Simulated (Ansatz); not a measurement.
# CH8OSSi2: the cost of one run

All numbers below are computed with Ansatz 0.2.0 (RKS B3LYP-D4/def2-SVP).

## 1. Starting point

Bond lengths: O1–C2 1.383 Å, C2–Si3 1.858 Å, Si3–Si4 2.245 Å, Si4–S5 2.145 Å, O1–H6 1.029 Å, C2–H7 1.103 Å, C2–H8 1.111 Å, Si3–H9 1.509 Å, Si3–H10 1.522 Å, Si4–H11 1.572 Å, Si4–H12 1.451 Å, S5–H13 1.394 Å. Angles (14 of 20 angles, heavy atoms first): O1–C2–Si3 114.8°, C2–Si3–Si4 110.8°, Si3–Si4–S5 113.1°, O1–C2–H7 110.6°, O1–C2–H8 108.7°, Si3–C2–H7 109.0°, Si3–C2–H8 108.8°, C2–O1–H6 107.7°, C2–Si3–H9 109.4°, C2–Si3–H10 107.8°, Si4–Si3–H9 114.3°, Si4–Si3–H10 109.7°, Si3–Si4–H11 109.1°, Si3–Si4–H12 112.6°.

Structure file:

```xyz
13

O    -1.2618    0.6562    1.5178
C     0.1023    0.7458    1.3098
Si    0.8609   -0.7234    0.4625
Si   -0.0403   -1.0262   -1.5716
S    -0.1421    0.7799   -2.7239
H    -1.5547    1.4933    2.0405
H     0.3497    1.6565    0.7382
H     0.6029    0.8918    2.2908
H     0.7698   -1.9266    1.3687
H     2.3545   -0.4651    0.3298
H    -1.5304   -1.4984   -1.4091
H     0.6498   -2.0447   -2.3416
H    -1.1402    1.4260   -1.9971
```

## 2. Relaxing end A

File input.yaml:

```yaml
crystal:
  periodic: [false, false, false]
  atoms:
    - { symbol: O, position_ang: [-1.2618, 0.6562, 1.5178] }
    - { symbol: C, position_ang: [0.1023, 0.7458, 1.3098] }
    - { symbol: Si, position_ang: [0.8609, -0.7234, 0.4625] }
    - { symbol: Si, position_ang: [-0.0403, -1.0262, -1.5716] }
    - { symbol: S, position_ang: [-0.1421, 0.7799, -2.7239] }
    - { symbol: H, position_ang: [-1.5547, 1.4933, 2.0405] }
    - { symbol: H, position_ang: [0.3497, 1.6565, 0.7382] }
    - { symbol: H, position_ang: [0.6029, 0.8918, 2.2908] }
    - { symbol: H, position_ang: [0.7698, -1.9266, 1.3687] }
    - { symbol: H, position_ang: [2.3545, -0.4651, 0.3298] }
    - { symbol: H, position_ang: [-1.5304, -1.4984, -1.4091] }
    - { symbol: H, position_ang: [0.6498, -2.0447, -2.3416] }
    - { symbol: H, position_ang: [-1.1402, 1.426, -1.9971] }
basis:
  gaussian: { orbitals: def2-SVP }
hamiltonian:
  xc: b3lyp
  dispersion: d4
relax:
  f_tol: 0.015
  max_steps: 40
output:
  orbitals: {}
```

Launch:

```sh
> ansatz run input.yaml --threads 2 --pin off --max-ram 3072MiB --backend cpu --events-out ev --progress --plain --runs-dir out
```

Q: Estimate wall time and peak memory on 2 threads of Intel Xeon 6975P-C (Granite Rapids), shared host.

About 42 s, with a peak of 0.34 GiB.
